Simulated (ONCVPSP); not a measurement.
# Pseudopotential generation for copper: ONCV, PBE

Aim: build the potential from the settings below, then test how well it stands in for the atom: other configurations, scattering, ghost states and the plane-wave cutoff that it needs.

The numbers are computed with ONCVPSP 4.0.1.1 (patched build) (PBE, scalar-relativistic, spin-unpolarised reference atom).

## (1) The atom and the settings

The settings as typed:

* element: copper (Cu, Z = 29)
* type: optimised norm-conserving Vanderbilt (ONCV)
* frozen core: [Ar]
* valence charge: 11
* reference configuration: 3d10 4s1
* partial waves: 4s: rc 2.20 bohr, ncon 4, nbas 9, qcut 2.8 1/bohr, 3 projectors, debl 3.5 Ha; p scattering state at 0.07 Ha: rc 2.25 bohr, ncon 4, nbas 7, qcut 4.2 1/bohr, 1 projector; 3d: rc 0.75 bohr, ncon 4, nbas 7, qcut 12.5 1/bohr, 2 projectors, debl 1.1 Ha
* local potential: polynomial inside 0.75 bohr (lpopt 4, dvloc0 1 Ha)
* core correction: Teter function, fcfact 3.5, rcfact 1.75

The nodes and maxima of the atom's own shells, from an earlier all-electron run, set the scale for the radii.

All-electron outer shells of the reference configuration (PBE, scalar-relativistic, ld1.x):

| shell | level (eV) | outermost node (bohr) | outermost maximum (bohr) |
| --- | --- | --- | --- |
| 3p | -72.14 | 0.26 | 0.62 |
| 3d | -5.04 | – | 0.60 |
| 4s | -4.61 | 0.89 | 2.27 |
| 4p | -0.70 | 0.97 | 3.65 |

## (2) The generation run

Cu.dat

```
# ATOM AND REFERENCE CONFIGURATION
# atsym  z   nc   nv     iexc    psfile
  Cu 29.00    5    2        4      upf
#
#   n    l    f
    1    0    2.00
    2    0    2.00
    2    1    6.00
    3    0    2.00
    3    1    6.00
    3    2   10.00
    4    0    1.00
#
# PSEUDOPOTENTIAL AND OPTIMIZATION
# lmax
    2
#
#   l,   rc,      ep,       ncon, nbas, qcut
    0    2.20    0.00    4    9    2.80
    1    2.25    0.07    4    7    4.20
    2    0.75    0.00    4    7   12.50
#
# LOCAL POTENTIAL
# lloc, lpopt,  rc(5),   dvloc0
    4    4    0.75    1.00
#
# VANDERBILT-KLEINMAN-BYLANDER PROJECTORs
# l, nproj, debl
    0    3    3.50
    1    1    2.80
    2    2    1.10
#
# MODEL CORE CHARGE
# icmod, fcfact, rcfact
    3    3.50    1.75
#
# LOG DERIVATIVE ANALYSIS
# epsh1, epsh2, depsh
   -2.00    5.00    0.02
#
# OUTPUT GRID
# rlmax, drl
    6.00    0.01
#
# TEST CONFIGURATIONS
# ncnf
    4
# nvcnf
#   n    l    f
    2
    3    2   10.00
    4    0    0.00
#
    2
    3    2    9.00
    4    0    0.00
#
    2
    3    2    8.00
    4    0    0.00
#
    2
    3    2    9.00
    4    0    1.00
#
```

Command:

```sh
$ oncvpsp.x < Cu.dat > Cu.out
```

Before running it: what results should come out? Wanted: cutoffs for 1 and 0.1 mHa per electron, occupied waves; bound ghosts; GHOST(+) flags; largest test error; largest phase difference near zero energy, channels read; rms error of d²Exc/dn², without and with the model core.

The runs gave:

```
                                                quantity                                    value
  cutoffs for 1 and 0.1 mHa per electron, occupied waves                        298 Ha and 389 Ha
                                            bound ghosts                            p at -7.95 eV
                                          GHOST(+) flags                 s at 96 eV, d at 4627 eV
                            largest test error (AE − PS)  -226 meV, for 3d9 4s0 (1 test unsolved)
largest phase difference near zero energy, channels read                                3.015 rad
 rms error of d²Exc/dn², without and with the model core                        7.83 and 1.98 mHa
```

**Reading.** A bound ghost (p) makes it unfit for use: electrons can fall into a state that the atom doesn't have. By total energies transferability is poor: the largest error is 226 meV on 29.5 eV, for 3d9 4s0. Of the tests 1 gave no usable energy difference, which is a warning in itself. The potential is very hard: the looser tolerance needs 298 Ha. At the looser tolerance the 3d wave is the slowest; 4s needs 5 Ha. Of the channels read, p scatters worst near zero energy, by up to 3.02 rad (at the energies tabulated). A step near π is an extra or missing state, not a misfit of shape. The pseudo curves have a pole with no partner nearby in the atom's: p at -0.29 Ha. The program also flags highly localised states, GHOST(+) (s, d). These are tests on the free atom; a crystal test is still owed.
